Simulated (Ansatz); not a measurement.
# Ti3Ag (Pm-3m) in Ansatz: equation of state

Aim: energy against volume of Ti3Ag in PBEsol, for its equilibrium volume and stiffness.

Everything below comes from runs of Ansatz 0.2.0. Logs are shortened: lines on timing, memory, paths and dates and some standing lists are left out, and cuts for length are marked.

### 1 The structure

The structure is cubic, space group Pm-3m (No. 221). Conventional cell: a = 4.099 Å, b = 4.099 Å, c = 4.099 Å, α = 90.00°, β = 90.00°, γ = 90.00°. Ag (site symmetry m-3m) is surrounded by 12 Ti at 2.90 Å. Ti (site symmetry 4/mmm) is surrounded by 4 Ag at 2.90 Å and 8 Ti at 2.90 Å.

The cell comes from a database or a generator and needn't be the stable form of this composition.

### 2 Equation of state, PBEsol

Potentials or basis: all-electron LAPW, scalar-relativistic.

No new run: the results of the series are fitted here.

Results:

```yaml
Equilibrium_volume: 16.44 Å³/atom
Bulk_modulus: 126 GPa
Pressure_derivative_of_the_bulk_modulus: 4.2
```

Energy against volume, from the lowest point:
| volume (Å³/atom) | energy (meV/atom) |
| --- | --- |
| 16.182 | 1.53 |
| 16.527 | 0.00 |
| 16.871 | 3.99 |
| 17.215 | 12.94 |
| 17.560 | 26.32 |
| 17.904 | 43.68 |
| 18.248 | 64.62 |
